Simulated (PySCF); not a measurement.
# TaNF2: structure of the singlet

Where does singlet TaNF2 go from a trigonal pyramidal start, is the end point a minimum, and what are its modes, charges and moments?

Program: PySCF 2.14.0. Level of theory: PBE0, basis Ta def2-TZVP with ECP60, N def2-TZVP, F def2-TZVP, scalar-relativistic core potentials, no spin–orbit coupling, density fitting. These are calculated values, not measurements.

### 1 Starting geometry

4 atoms, charge 0, spin multiplicity 1.

Bond lengths: Ta1–N2 1.860 Å, Ta1–F3 2.100 Å, Ta1–F4 2.100 Å. Angles: N2–Ta1–F3 99.8°, N2–Ta1–F4 99.8°, F3–Ta1–F4 99.8°.

```xyz
4
charge 0 multiplicity 1
Ta   -0.2178    0.0285    0.0000
N     0.0000   -1.8187    0.0000
F     1.0373    0.5347   -1.6058
F     1.0373    0.5347    1.6058
```

### 2 The SCF at the typed geometry

The steps below are one call of a driver around PySCF. For each, scf.py gives the equivalent set-up of the SCF; relaxations use the driver's own optimiser. After this first run the driver tries any further starts and a stability analysis.

The input, scf.py:

```python
from pyscf import gto, scf, dft
mol = gto.M(atom='''
Ta    -0.217820     0.028470     0.000000
N      0.000000    -1.818740    -0.000040
F      1.037280     0.534660    -1.605790
F      1.037280     0.534700     1.605790''',
    basis={'Ta': 'def2-TZVP', 'N': 'def2-TZVP', 'F': 'def2-TZVP'},
    ecp={'Ta': 'def2-TZVP'},
    charge=0, spin=0)
mf = dft.RKS(mol, xc='PBE0')
mf.grids.atom_grid = (50, 194)
aux = {'Ta': 'def2-universal-JKFIT', 'N': 'def2-universal-JKFIT', 'F': 'def2-universal-JKFIT'}
mf = mf.density_fit(auxbasis=aux)
mf.conv_tol = 1e-08
mf.diis_space = 10
mf.max_cycle = 60
mf.init_guess = 'minao'
mf.verbose = 4
mf.kernel()
```

The run is started by

```console
> OMP_NUM_THREADS=4 python axn.py task.json out
```

Output:

```text
init E= -291.55133654688
  HOMO = -0.482280511189083  LUMO = -0.353506689250654  gap/eV = 3.50411
cycle= 1 E= -311.152855697138  delta_E= -19.6  |g|= 0.904  |ddm|= 6.82
  HOMO = -0.195066555524606  LUMO = -0.179859798256332  gap/eV = 0.41380
cycle= 2 E= -309.729519408439  delta_E= 1.42  |g|= 2.89  |ddm|= 2.04
  HOMO = -0.26500657808535  LUMO = -0.125821616412832  gap/eV = 3.78742
cycle= 3 E= -311.178535231293  delta_E= -1.45  |g|= 0.712  |ddm|= 1.85
  HOMO = -0.257331354948911  LUMO = -0.162129427642373  gap/eV = 2.59058
cycle= 4 E= -311.236519267754  delta_E= -0.058  |g|= 0.542  |ddm|= 0.627
  HOMO = -0.295936488795532  LUMO = -0.172910685210553  gap/eV = 3.34770
cycle= 5 E= -311.300430746195  delta_E= -0.0639  |g|= 0.114  |ddm|= 0.286
  HOMO = -0.28766572813312  LUMO = -0.166665883798871  gap/eV = 3.29257
cycle= 6 E= -311.302885702463  delta_E= -0.00245  |g|= 0.0291  |ddm|= 0.0638
  HOMO = -0.287412154969578  LUMO = -0.16439486436207  gap/eV = 3.34747
cycle= 7 E= -311.303074441428  delta_E= -0.000189  |g|= 0.00687  |ddm|= 0.0167
  HOMO = -0.288145272715446  LUMO = -0.164637177479694  gap/eV = 3.36083
cycle= 8 E= -311.303085672979  delta_E= -1.12e-05  |g|= 0.00119  |ddm|= 0.00423
  HOMO = -0.288267506301653  LUMO = -0.164652297672358  gap/eV = 3.36374
cycle= 9 E= -311.303086269387  delta_E= -5.96e-07  |g|= 0.000295  |ddm|= 0.00152
  HOMO = -0.288284323207785  LUMO = -0.164655601319993  gap/eV = 3.36411
cycle= 10 E= -311.303086346202  delta_E= -7.68e-08  |g|= 0.000169  |ddm|= 0.000747
  HOMO = -0.288291402586694  LUMO = -0.164655761782431  gap/eV = 3.36430
cycle= 11 E= -311.30308636319  delta_E= -1.7e-08  |g|= 3.18e-05  |ddm|= 0.000407
  HOMO = -0.288292202030767  LUMO = -0.164655656545346  gap/eV = 3.36432
cycle= 12 E= -311.303086363643  delta_E= -4.53e-10  |g|= 2.99e-05  |ddm|= 6.6e-05
  HOMO = -0.288292124285031  LUMO = -0.164656470532446  gap/eV = 3.36430
Extra cycle  E= -311.303086363175  delta_E= 4.68e-10  |g|= 6.58e-05  |ddm|= 5.65e-05
converged SCF energy = -311.303086363175
```

This step, with its further starts and checks, ran for 14 s (4 threads of Arm Neoverse N1, shared host).

Energies from each starting density:

| start | energy (Eh) |
| --- | --- |
| the minimal-basis guess | -311.303086 |
| a thermally smeared density | -311.303086 |
| a smeared PBE density | -311.303086 |

No lower closed-shell solution turned up from the other starts or in the test of internal stability.

### 3 Relaxation: trigonal pyramidal start, singlet

The program finds Cs symmetry in the start, which this walk keeps. The walk stops when the largest gradient is under 0.0003 Eh/bohr and the energy has settled too.

scf.py: that of step 2 with these lines changed.

```diff
@@ -3,4 +3,4 @@
-Ta    -0.217820     0.028470     0.000000
-N      0.000000    -1.818740    -0.000040
-F      1.037280     0.534660    -1.605790
-F      1.037280     0.534700     1.605790''',
+Ta    -0.217817     0.028471    -0.000000
+N      0.000003    -1.818739    -0.000001
+F      1.037284     0.534682    -1.605789
+F      1.037282     0.534680     1.605791''',
@@ -17 +16,0 @@
-mf.init_guess = 'minao'
```

Energy and gradient, step by step:

| step | energy (Eh) | change (kJ/mol) | largest symmetric gradient (Eh/bohr) |
| --- | --- | --- | --- |
| 0 | -311.303086 | 0.00 | 0.13808 |
| 1 | -311.368357 | -171.37 | 0.04133 |
| 2 | -311.372345 | -181.84 | 0.01500 |
| 3 | -311.373392 | -184.59 | 0.00814 |
| 4 | -311.373482 | -184.82 | 0.00247 |
| 5 | -311.373511 | -184.90 | 0.00030 |
| 6 | -311.373514 | -184.91 | 0.00009 |

The walk took 22 s.

Geometry (Å) and forces (eV/Å) at some steps:

```
step 0
Ta  -0.218   0.028   0.000   6.801  -5.750   0.000
N    0.000  -1.819   0.000  -1.401   7.101   0.000
F    1.037   0.535  -1.606  -2.700  -0.675   2.863
F    1.037   0.535   1.606  -2.700  -0.675  -2.863
step 1
Ta  -0.069  -0.040   0.000   2.126   0.699   0.000
N   -0.028  -1.726   0.000  -0.072   0.319   0.000
F    0.977   0.523  -1.551  -1.027  -0.509   1.149
F    0.977   0.523   1.551  -1.027  -0.509  -1.149
step 3
Ta   0.001  -0.006   0.000   0.173  -0.352   0.000
N   -0.017  -1.698   0.000  -0.025   0.423   0.000
F    0.936   0.492  -1.569  -0.074  -0.036   0.060
F    0.936   0.492   1.569  -0.074  -0.036  -0.060
step 6
Ta   0.021  -0.004   0.000   0.003   0.000   0.000
N   -0.016  -1.689   0.000  -0.016   0.007   0.000
F    0.926   0.486  -1.587   0.007  -0.003  -0.001
F    0.926   0.486   1.587   0.007  -0.003   0.001
```

It settles in Cs symmetry, 184.9 kJ/mol below the start, after 6 steps: Ta–F 1.892 Å (×2), Ta–N 1.685 Å; F–Ta–F 114.1°, F–Ta–N 105.6° (×2).

### 4 Hessian and properties

The point is checked on the finer grid, and tightened if its gradient asks for it. The Hessian and the dipole derivatives come from central differences of analytic gradients, with steps of 0.02 bohr.

scf.py: that of step 3 with these lines changed.

```diff
@@ -3,4 +3,4 @@
-Ta    -0.217817     0.028471    -0.000000
-N      0.000003    -1.818739    -0.000001
-F      1.037284     0.534682    -1.605789
-F      1.037282     0.534680     1.605791''',
+Ta    -0.144115     0.018887    -0.000000
+N     -0.184434    -1.665796    -0.000001
+F      0.760398     0.513391    -1.586014
+F      0.760396     0.513389     1.586015''',
@@ -11 +11 @@
-mf.grids.atom_grid = (50, 194)
+mf.grids.atom_grid = (75, 302)
@@ -14 +14 @@
-mf.conv_tol = 1e-08
+mf.conv_tol = 1e-10
```

The driver hands on the density of the step before, so the log starts near convergence.

SCF at the final geometry:

```text
init E= -311.373665041025
  HOMO = -0.280070207248745  LUMO = -0.144508215134334  gap/eV = 3.68883
cycle= 1 E= -311.373665041023  delta_E= 2.5e-12  |g|= 1.69e-06  |ddm|= 1.58e-06
  HOMO = -0.280070613942454  LUMO = -0.144508120874633  gap/eV = 3.68884
Extra cycle  E= -311.373665041016  delta_E= 6.42e-12  |g|= 5.88e-06  |ddm|= 3.63e-06
converged SCF energy = -311.373665041016
```

The whole step took 75 s.

Geometry: Cs; Ta–F 1.892 Å (×2), Ta–N 1.685 Å; F–Ta–F 114.0°, F–Ta–N 105.8° (×2).

Harmonic modes (main isotopes):

```
symmetry  ω (cm⁻¹)  IR (km/mol)     type
      a'       130         29.9     bend
      a'       243         15.2     bend
     a''       307          6.9     bend
     a''       654          153  stretch
      a'       659         82.0  stretch
      a'      1089         61.6  stretch
```

Every mode is real; the point is a minimum.

Properties at this point:

```
Dipole moment                                                   : 5.78 D
Highest occupied level                                          : -7.62 eV
Lowest empty level                                              : -3.93 eV
Rotational constants                                            : 0.2244, 0.1514, 0.1088 cm⁻¹
Zero-point energy                                               : 18.4 kJ/mol
Principal polarisabilities                                      : 25.9, 34.8, 51.9 bohr³
Atomisation energy without zero-point energy                    : 1719 kJ/mol
Principal traceless quadrupole moments about the centre of mass : -7.55, -4.10, 11.64 D Å
Entropy at 298.15 K and 1 bar                                   : 312.7 J/(mol K)
Heat capacity Cp at 298.15 K                                    : 64.5 J/(mol K)
Enthalpy at 298.15 K above 0 K                                  : 14.84 kJ/mol
Rotational symmetry number                                      : 1
```

Populations by atom (charges in e):

```
atom  Mulliken  Löwdin  polar tensor  Mayer order to Ta1
 Ta1      1.30    0.86          2.00                   –
  N2     -0.48   -0.36         -0.69                2.93
F3,4     -0.41   -0.25         -0.65                0.96
```

Mulliken populations on Ta1 (outside its core potential): s 2.25, p 6.25, d 3.05, f 0.14.

### 5 Stability of the closed shell

At the lowest minimum the closed shell is tested against spin polarisation, on the (50, 194) grid. It is stable.

### 6 What came out

| quantity | value |
| --- | --- |
| minimum | singlet, Cs |
| geometry | Ta–F 1.892 Å (×2), Ta–N 1.685 Å; F–Ta–F 114.0°, F–Ta–N 105.8° (×2) |
| wavenumbers (cm⁻¹) | 130 (a'), 243 (a'), 307 (a''), 654 (a''), 659 (a'), 1089 (a') |
| dipole moment | 5.78 D |
| highest occupied, lowest empty level | -7.62, -3.93 eV |
| polar-tensor charge of Ta1 | +2.00 e |
| zero-point energy | 18.4 kJ/mol |
| entropy at 298.15 K | 312.7 J/(mol K) |
| atomisation energy (no zero-point energy) | 1719 kJ/mol |

The trigonal pyramidal start keeps its Cs symmetry and ends in a minimum. In the infrared the band at 654 cm⁻¹ (a'', stretch) leads. With 5.8 D the molecule is strongly polar. Other starts or spin states, not run here, may lie lower. Spin–orbit coupling, left out here, can matter for elements this heavy.

The search up to here ran for 1.9 min (4 threads of Arm Neoverse N1, shared host).
